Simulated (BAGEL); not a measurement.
**HF/3-21G (density fitting with qzvpp-jkfit) run of CH3BClFS (SMILES CSB(F)Cl)**

What is the vertical singlet–triplet gap of CH3BClFS at HF/3-21G (density fitting with qzvpp-jkfit)? 

The calculation is run with BAGEL 1.2.2.

### Step 1. The structure to begin with

CH3BClFS: 8 atoms, total charge 0, spin state singlet. As SMILES, `CSB(F)Cl`. The coordinates come from a PBE0-D4/def2-TZVP relaxation. This is one conformer, not always the lowest.

Bond lengths: C1–S2 1.811 Å, S2–B3 1.783 Å, B3–F4 1.322 Å, B3–Cl5 1.752 Å, C1–H6 1.089 Å, C1–H7 1.088 Å, C1–H8 1.088 Å. Angles: C1–S2–B3 101.5°, S2–B3–F4 122.0°, S2–B3–Cl5 119.4°, F4–B3–Cl5 118.6°, S2–C1–H6 106.6°, S2–C1–H7 110.7°, S2–C1–H8 110.7°, H6–C1–H7 109.4°, H6–C1–H8 109.4°, H7–C1–H8 110.0°.

### Step 2. The energy at HF/3-21G (density fitting with qzvpp-jkfit)

Contents of hf.json:

```json
{ "bagel" : [

{
  "title" : "molecule",
  "basis" : "3-21g",
  "df_basis" : "qzvpp-jkfit",
  "angstrom" : true,
  "geometry" : [
    { "atom" : "C", "xyz" : [    0.113400,    0.911000,    0.897400 ] },
    { "atom" : "S", "xyz" : [   -1.115300,    0.193300,   -0.223500 ] },
    { "atom" : "B", "xyz" : [   -0.151700,   -1.054600,   -1.055700 ] },
    { "atom" : "F", "xyz" : [    1.126700,   -1.251200,   -0.780800 ] },
    { "atom" : "Cl", "xyz" : [   -0.911800,   -2.055800,   -2.276100 ] },
    { "atom" : "H", "xyz" : [   -0.396600,    1.693700,    1.457300 ] },
    { "atom" : "H", "xyz" : [    0.489500,    0.159600,    1.588700 ] },
    { "atom" : "H", "xyz" : [    0.937800,    1.347000,    0.336900 ] }
  ]
},
{ "title" : "hf" },
{ "title" : "print", "file" : "orbitals.molden", "orbitals" : true }

]}
```

Command:

```console
BAGEL_NUM_THREADS=1 BAGEL hf.json > hf.out
```

Log:

```text
* using 1 threads per process

  ===============================================================
  ===============================================================

  *** Geometry ***

  { "atom" : "C", "xyz" : [      0.214295,      1.721541,      1.695840 ] },
  { "atom" : "S", "xyz" : [     -2.107612,      0.365284,     -0.422354 ] },
  { "atom" : "B", "xyz" : [     -0.286671,     -1.992905,     -1.994984 ] },
  { "atom" : "F", "xyz" : [      2.129154,     -2.364425,     -1.475498 ] },
  { "atom" : "Cl", "xyz" : [     -1.723052,     -3.884899,     -4.301206 ] },
  { "atom" : "H", "xyz" : [     -0.749465,      3.200629,      2.753898 ] },
  { "atom" : "H", "xyz" : [      0.925021,      0.301600,      3.002208 ] },
  { "atom" : "H", "xyz" : [      1.772185,      2.545461,      0.636649 ] },

  Number of auxiliary basis functions:      537

  Since a DF basis is specified, we compute 2- and 3-index integrals:
    o Being stored without compression. Storage requirement is 0.015 GB

  Number of basis functions:       59
  Number of electrons      :       56

    * METHOD: MOLECULE                             0.20

  *** RHF ***

  === Nuclear Repulsion ===
   261.5100317963

      * DIIS with orbital gradients will be used.

  === RHF iteration (3-21g) ===
      0      -1015.71618956          0.01837083           0.06
      1      -1015.80314622          0.01022529           0.06
      2      -1015.82751262          0.00123496           0.06
      3      -1015.82822823          0.00029860           0.06
      4      -1015.82828006          0.00005334           0.06
      5      -1015.82828295          0.00000936           0.06
      6      -1015.82828303          0.00000290           0.05
      7      -1015.82828304          0.00000103           0.06
      8      -1015.82828304          0.00000028           0.06
      9      -1015.82828304          0.00000010           0.05
     10      -1015.82828304          0.00000003           0.06
     11      -1015.82828304          0.00000001           0.06
     12      -1015.82828304          0.00000000           0.06
    * SCF iteration converged.

    * Permanent dipole moment:
           (   -0.536654,    -0.637062,    -0.795653) a.u.

    * METHOD: HF                                   0.88

    * METHOD: PRINT                                0.01

  ===============================================================
```

Run time: 1.2 s. Hardware: 1 thread of Arm Neoverse V2, shared host; peak memory 0.1 GiB.

### Step 3. The triplet at the same level

Contents of input.json:

```json
{ "bagel": [

{
  "title": "molecule",
  "basis": "3-21g",
  "df_basis": "qzvpp-jkfit",
  "angstrom": true,
  "geometry": [
    { "atom": "C", "xyz": [       0.113400,       0.911000,       0.897400 ] },
    { "atom": "S", "xyz": [      -1.115300,       0.193300,      -0.223500 ] },
    { "atom": "B", "xyz": [      -0.151700,      -1.054600,      -1.055700 ] },
    { "atom": "F", "xyz": [       1.126700,      -1.251200,      -0.780800 ] },
    { "atom": "Cl", "xyz": [      -0.911800,      -2.055800,      -2.276100 ] },
    { "atom": "H", "xyz": [      -0.396600,       1.693700,       1.457300 ] },
    { "atom": "H", "xyz": [       0.489500,       0.159600,       1.588700 ] },
    { "atom": "H", "xyz": [       0.937800,       1.347000,       0.336900 ] }
  ]
},

{
  "title": "uhf",
  "nopen": 2
},

{
  "title": "print",
  "file": "orbitals.molden",
  "orbitals": true
}

]}
```

Command:

```console
BAGEL_NUM_THREADS=1 BAGEL input.json > input.out
```

Log:

```text
* using 1 threads per process

  ===============================================================
  ===============================================================

  *** Geometry ***

  { "atom" : "C", "xyz" : [      0.214295,      1.721541,      1.695840 ] },
  { "atom" : "S", "xyz" : [     -2.107612,      0.365284,     -0.422354 ] },
  { "atom" : "B", "xyz" : [     -0.286671,     -1.992905,     -1.994984 ] },
  { "atom" : "F", "xyz" : [      2.129154,     -2.364425,     -1.475498 ] },
  { "atom" : "Cl", "xyz" : [     -1.723052,     -3.884899,     -4.301206 ] },
  { "atom" : "H", "xyz" : [     -0.749465,      3.200629,      2.753898 ] },
  { "atom" : "H", "xyz" : [      0.925021,      0.301600,      3.002208 ] },
  { "atom" : "H", "xyz" : [      1.772185,      2.545461,      0.636649 ] },

  Number of auxiliary basis functions:      537

  Since a DF basis is specified, we compute 2- and 3-index integrals:
    o Being stored without compression. Storage requirement is 0.015 GB

  Number of basis functions:       59
  Number of electrons      :       56

    * METHOD: MOLECULE                             0.20

  *** Open-shell HF ***

  === Nuclear Repulsion ===
   261.5100317963

      * DIIS with orbital gradients will be used.

  === UHF iteration (3-21g) ===
      0      -1015.42205339          0.03958567           0.12
      1      -1015.53323016          0.02276458           0.11
      2      -1015.55980843          0.01362264           0.11
      3      -1015.57141149          0.00148551           0.11
      4      -1015.57274438          0.00061744           0.12
      5      -1015.57317848          0.00027481           0.12
      6      -1015.57335278          0.00010025           0.12
      7      -1015.57339954          0.00006898           0.12
      8      -1015.57342219          0.00003255           0.12
      9      -1015.57342907          0.00001241           0.12
     10      -1015.57342968          0.00000575           0.12
     11      -1015.57342981          0.00000289           0.12
     12      -1015.57342986          0.00000140           0.12
     13      -1015.57342987          0.00000065           0.12
     14      -1015.57342987          0.00000036           0.12
     15      -1015.57342987          0.00000026           0.12
     16      -1015.57342987          0.00000020           0.12
     17      -1015.57342987          0.00000017           0.12
     18      -1015.57342987          0.00000015           0.12
     19      -1015.57342987          0.00000014           0.12
     20      -1015.57342987          0.00000012           0.12
     21      -1015.57342987          0.00000010           0.12
     22      -1015.57342987          0.00000008           0.12
     23      -1015.57342987          0.00000005           0.12
     24      -1015.57342987          0.00000003           0.12
     25      -1015.57342987          0.00000002           0.12
     26      -1015.57342987          0.00000001           0.12
    * SCF iteration converged.

    * S^2 (UHF) is 2.0111

    * Permanent dipole moment:
           (   -0.132464,    -0.082301,    -0.125887) a.u.

    * METHOD: UHF                                  3.33

    * METHOD: PRINT                                0.01

  ===============================================================
```

It took 3.9 s on 1 thread of Arm Neoverse V2, shared host; peak memory 0.1 GiB.

### Step 4. Summary of results

Level: HF/3-21G (density fitting with qzvpp-jkfit).

| quantity | value |
| --- | --- |
| singlet: total energy | -1015.82828 Eh |
| singlet: dipole moment | 2.93 D |
| singlet: HOMO energy | -10.82 eV |
| singlet: LUMO energy | 3.22 eV |
| singlet: HOMO–LUMO gap | 14.03 eV |
| triplet: total energy | -1015.57343 Eh |
| triplet: dipole moment | 0.51 D |
| triplet: ⟨S²⟩ | 2.011 |
| vertical energy of the triplet above the singlet | 6.935 eV |

In words: At this shape the triplet lies 6.93 eV (669 kJ/mol) above the singlet.
